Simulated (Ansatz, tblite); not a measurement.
# Cl2F12P4Ru: chosen isomers compared

An exercise on one series of results from a longer session: the logs are not shown, and one member is left open.

Program: Ansatz 0.2.0, Gaussian basis. Level of theory: relaxed with PBE-D4/def2-SVP, singlet. These are calculated values, not measurements.

4 further runs of the same task are left out: 4 set aside as unsound or not needed.

**Starting geometry**

19 atoms, charge 0, spin multiplicity 1.

Atoms are counted from 1 here; the program's logs count them from 0.

Bond lengths: Cl1–Ru19 2.382 Å, Cl2–Ru19 2.383 Å, F3–P15 1.567 Å, F4–P15 1.576 Å, F5–P15 1.567 Å, F6–P16 1.576 Å, F7–P16 1.567 Å, F8–P16 1.567 Å, F9–P17 1.566 Å, F10–P17 1.576 Å, F11–P17 1.567 Å, F12–P18 1.567 Å, F13–P18 1.576 Å, F14–P18 1.567 Å, P15–Ru19 2.230 Å, P16–Ru19 2.231 Å, P17–Ru19 2.231 Å, P18–Ru19 2.231 Å. Angles: F3–P15–F4 96.2°, F3–P15–F5 95.4°, F3–P15–Ru19 122.7°, F4–P15–F5 96.3°, F4–P15–Ru19 117.6°, F5–P15–Ru19 122.4°, F6–P16–F7 96.3°, F6–P16–F8 96.3°, F6–P16–Ru19 117.7°, F7–P16–F8 95.4°, F7–P16–Ru19 122.5°, F8–P16–Ru19 122.5°, F9–P17–F10 96.3°, F9–P17–F11 95.4°, F9–P17–Ru19 122.4°, F10–P17–F11 96.2°, F10–P17–Ru19 117.3°, F11–P17–Ru19 122.9° and more.

Ru takes a core potential in the def2 sets. No spin-orbit coupling is included.

The isomers as started, chosen beforehand: A: trans-RuCl2(PF3)4; B: cis-RuCl2(PF3)4. The structure above is A.

The first run:

in.yaml

```yaml
crystal:
  periodic: [false, false, false]
  atoms:
    - {symbol: Cl, position_ang: [-0.000290, -0.016980, 2.381770]}
    - {symbol: Cl, position_ang: [-0.007920, 0.023470, -2.382340]}
    - {symbol: F, position_ang: [3.063950, 0.650850, -1.173760]}
    - {symbol: F, position_ang: [2.977830, -1.356830, 0.024460]}
    - {symbol: F, position_ang: [3.060190, 0.697280, 1.144280]}
    - {symbol: F, position_ang: [-2.982570, 1.356620, 0.032430]}
    - {symbol: F, position_ang: [-3.059510, -0.689160, 1.166030]}
    - {symbol: F, position_ang: [-3.072160, -0.660360, -1.152130]}
    - {symbol: F, position_ang: [-0.723890, 3.056360, -1.145270]}
    - {symbol: F, position_ang: [1.363500, 2.968990, -0.089650]}
    - {symbol: F, position_ang: [-0.605250, 3.081380, 1.169680]}
    - {symbol: F, position_ang: [0.671140, -3.067640, -1.152990]}
    - {symbol: F, position_ang: [-1.357290, -2.984500, 0.011990]}
    - {symbol: F, position_ang: [0.678050, -3.057910, 1.165200]}
    - {symbol: P, position_ang: [2.228340, 0.029200, -0.003060]}
    - {symbol: P, position_ang: [-2.232440, -0.029360, 0.010670]}
    - {symbol: P, position_ang: [-0.026760, 2.230130, -0.012120]}
    - {symbol: P, position_ang: [0.027010, -2.231080, 0.004690]}
    - {symbol: Ru, position_ang: [-0.001930, -0.000460, 0.000110]}
basis:
  gaussian: {orbitals: def2-SVP}
hamiltonian: {xc: pbe, dispersion: d4}
scf: {lower_state_search: "off"}
output: {orbitals: {seedname: orbitals}}
relax: {f_tol: 0.03, max_steps: 70}
```

Started as:

```
> ansatz run in.yaml --threads 2 --pin off --events-out ev --progress --plain --max-ram 32768MiB --backend cuda --devices 0, --max-vram 18GiB
```

Steps of the session up to this table: Relaxing candidate A; Relaxing candidate B; Candidate A, PBE0-D4/def2-TZVP; Candidate A, PBE-D4/def2-TZVP; Candidate A, r2SCAN-D4/def2-TZVP; Candidate A, r2SCANh-D4/def2-TZVP; Candidate A, PBE-D4/def2-SVP; Candidate A, PBE0-D4/def2-SVP; Candidate A, MP2/def2-SVP; Candidate A, RPA/def2-SVP.

One of the session's tables, all rows but one given; the rest of the session is left out.

It belongs to the step «A against B». 

```
               level  A above B (kJ/mol)
            GFN1-xTB                -1.3
            GFN2-xTB               -11.2
         HF/def2-SVP                -0.2
     PBE-D4/def2-SVP               +36.1
    PBE-D4/def2-TZVP               +38.8
 r2SCAN-D4/def2-TZVP                   ?
r2SCANh-D4/def2-TZVP               +39.3
    PBE0-D4/def2-SVP               +32.4
   PBE0-D4/def2-TZVP               +34.6
        RPA/def2-SVP               +29.9
        MP2/def2-SVP               +53.3
```

**Question.** Estimate the row for r2SCAN-D4/def2-TZVP.

**Answer.** A above B (kJ/mol): +41.0. In the column «A above B (kJ/mol)» it lies between r2SCANh-D4/def2-TZVP (+39.3) and MP2/def2-SVP (+53.3).

Caveats from the session: Only singlets are compared; another spin may lie lower and prefer another shape.
